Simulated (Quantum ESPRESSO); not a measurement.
**MoS2: dielectric tensor and Born charges under several settings**

```
Mo S
1.0
     3.16900    0.00000    0.00000
    -1.58450    2.74443    0.00000
     0.00000    0.00000   12.32400
Mo S
2 4
Cartesian
  0.0000 1.8296 3.0810
  1.5845 0.9148 9.2430
  0.0000 1.8296 7.6779
  1.5845 0.9148 1.5159
  0.0000 1.8296 10.8081
  1.5845 0.9148 4.6461
```

All runs used Quantum ESPRESSO 7.5; k mesh 12 × 12 × 3; given cell; no spin polarisation; cutoff 1088 eV; occupations smeared at first, fixed for the response.

```tsv
level	potentials	pressure (GPa)	ε∞ (diagonal)	Born charge of atom 1 (e)
LDA	PseudoDojo 0.4.1 SR LDA standard	-5.6	15.39, 15.39, 6.77	-0.95
PBE	PseudoDojo 0.4.1 SR PBE standard	?	?	?
```

Task: What stands in the row left open?

Result: Pressure 2.0 GPa; ε∞ 15.29, 15.29, 6.46; Born charge of atom 1 -0.88 e.

Caveats: on a mesh that holds Γ this program's dielectric tensor can be off by some percent beyond the error of the mesh; the cell is more than 3 GPa from zero pressure, which shifts response properties (some runs); this functional lacks dispersion, which binds the layers, so the pressure and a relaxed spacing across them are unreliable (some runs).

For the row left open. Caveat: on a mesh that holds Γ this program's dielectric tensor can be off by some percent beyond the error of the mesh; this functional lacks dispersion, which binds the layers, so the pressure and a relaxed spacing across them are unreliable.
